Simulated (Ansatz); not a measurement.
# H7NOSi3: up Jacob's ladder to CCSD(T)

The task here is to estimate one member of a computed series from the others.

The runs use Ansatz 0.2.0, Gaussian basis; functionals in def2-TZVPP, the program's frozen cores in correlated methods.

Plan: LDA (SPW92), PBE-D4, revPBE-D4, BLYP-D4, r2SCAN-D4, B97M-V, PBE0-D4, B3LYP-D4, r2SCANh-D4, r2SCAN0-D4, HSE06-D4, BHLYP-D4, CAM-B3LYP-D4, LC-ωPBE, ωB97X-V, ωB97M-V, B2PLYP, PBE-QIDH; CCSD(T)/def2-SVP; CCSD(T)/def2-TZVPP; MP2/def2-QZVPP; extrapolation to the limit; RPA on PBE.

### The geometry

The geometry comes from an earlier relaxation with PBE0-D4 in a triple-zeta def2 set; it is a stationary point, not always the lowest conformer.

SMILES `N[SiH]1[SiH2]O[SiH2]1`, 12 atoms, charge 0, spin multiplicity 1.

Atoms are counted from 1 here; the program's logs count them from 0.

Bond lengths: N1–Si2 1.717 Å, N1–H6 1.007 Å, N1–H7 1.006 Å, Si2–Si3 2.374 Å, Si2–Si5 2.363 Å, Si2–H8 1.489 Å, Si3–O4 1.677 Å, Si3–H9 1.492 Å, Si3–H10 1.489 Å, O4–Si5 1.673 Å, Si5–H11 1.488 Å, Si5–H12 1.491 Å. Angles: Si2–N1–H6 120.1°, Si2–N1–H7 121.2°, H6–N1–H7 111.5°, N1–Si2–Si3 126.5°, N1–Si2–Si5 121.4°, N1–Si2–H8 106.8°, Si3–Si2–Si5 71.0°, Si3–Si2–H8 113.0°, Si5–Si2–H8 114.8°, Si2–Si3–O4 88.7°, Si2–Si3–H9 117.3°, Si2–Si3–H10 121.1°, O4–Si3–H9 110.6°, O4–Si3–H10 109.7°, H9–Si3–H10 107.6°, Si3–O4–Si5 110.4°, Si2–Si5–O4 89.1°, Si2–Si5–H11 120.4° and more.

Coordinates:

```mol
H7NOSi3
  3D, bonds by distance, orders not assigned

 12 12  0  0  0  0  0  0  0  0999 V2000
   -2.1403    0.6616    0.4178 N   0  0
   -0.6558   -0.1716    0.6446 Si  0  0
    1.5242    0.7402    0.4215 Si  0  0
    1.8446   -0.4152   -0.7509 O   0  0
    0.4458   -1.2397   -1.1530 Si  0  0
   -2.6994    0.9214    1.2135 H   0  0
   -2.2655    1.3037   -0.3471 H   0  0
   -0.8149   -1.0081    1.8657 H   0  0
    1.6360    2.1127   -0.1516 H   0  0
    2.5213    0.6279    1.5220 H   0  0
    0.6892   -2.7073   -1.1215 H   0  0
   -0.0082   -0.8808   -2.5268 H   0  0
  1  2  8  0
  2  3  8  0
  3  4  8  0
  4  5  8  0
  1  6  8  0
  1  7  8  0
  2  8  8  0
  3  9  8  0
  3 10  8  0
  5 11  8  0
  5 12  8  0
  2  5  8  0
M  END
```

The first run:

Contents of in.yaml:

```yaml
crystal:
  periodic: [false, false, false]
  atoms:
    - {symbol: N, position_ang: [-2.140330, 0.661607, 0.417762]}
    - {symbol: Si, position_ang: [-0.655843, -0.171598, 0.644594]}
    - {symbol: Si, position_ang: [1.524213, 0.740235, 0.421484]}
    - {symbol: O, position_ang: [1.844599, -0.415203, -0.750935]}
    - {symbol: Si, position_ang: [0.445837, -1.239724, -1.153023]}
    - {symbol: H, position_ang: [-2.699417, 0.921423, 1.213538]}
    - {symbol: H, position_ang: [-2.265524, 1.303658, -0.347133]}
    - {symbol: H, position_ang: [-0.814911, -1.008106, 1.865687]}
    - {symbol: H, position_ang: [1.636017, 2.112749, -0.151563]}
    - {symbol: H, position_ang: [2.521304, 0.627946, 1.522016]}
    - {symbol: H, position_ang: [0.689179, -2.707309, -1.121538]}
    - {symbol: H, position_ang: [-0.008225, -0.880777, -2.526789]}
basis:
  gaussian: {orbitals: def2-TZVPP}
hamiltonian: {xc: lda}
output: {orbitals: {seedname: orbitals}}
```

Steps of the session up to this table: LDA; PBE-D4 (GGA); revPBE-D4 (GGA); BLYP-D4 (GGA); r2SCAN-D4 (meta-GGA); B97M-V (meta-GGA); PBE0-D4 (hybrid); B3LYP-D4 (hybrid); r2SCANh-D4 (hybrid); r2SCAN0-D4 (hybrid); HSE06-D4 (hybrid); BHLYP-D4 (hybrid); CAM-B3LYP-D4 (range-separated); LC-ωPBE (range-separated); ωB97X-V (range-separated); ωB97M-V (range-separated); B2PLYP (double hybrid); PBE-QIDH (double hybrid).

One table of the session follows, with a row left open; its other results are not shown here.

It belongs to the step «Frontier levels by functional». 

| functional | HOMO (eV) | gap (eV) |
| --- | --- | --- |
| LDA (SPW92) | -5.59 | 3.70 |
| PBE-D4 | -5.48 | 3.79 |
| revPBE-D4 | -5.43 | 3.83 |
| BLYP-D4 | -5.35 | 3.84 |
| r2SCAN-D4 | -5.69 | 4.25 |
| B97M-V | -5.81 | 4.17 |
| PBE0-D4 | -6.54 | 5.67 |
| B3LYP-D4 | -6.37 | 5.34 |
| r2SCANh-D4 | ? | ? |
| r2SCAN0-D4 | -6.68 | 5.96 |
| HSE06-D4 | -6.16 | 4.91 |
| BHLYP-D4 | -7.52 | 7.54 |
| CAM-B3LYP-D4 | -7.78 | 7.94 |
| LC-ωPBE | -9.01 | 10.27 |
| ωB97X-V | -8.71 | 9.83 |
| ωB97M-V | -8.51 | 9.31 |

Estimate the missing values for r2SCANh-D4.

Worked estimate for «HOMO (eV)». Against the share of exact exchange, r2SCAN-D4 (0, -5.69), r2SCAN0-D4 (0.25, -6.68) give a slope of -3.96 per unit share; at 0.1 the line stands at -6.09.

**Answer.** HOMO (eV): -6.08; gap (eV): 4.94. In «HOMO (eV)» the line misses by -0.01.
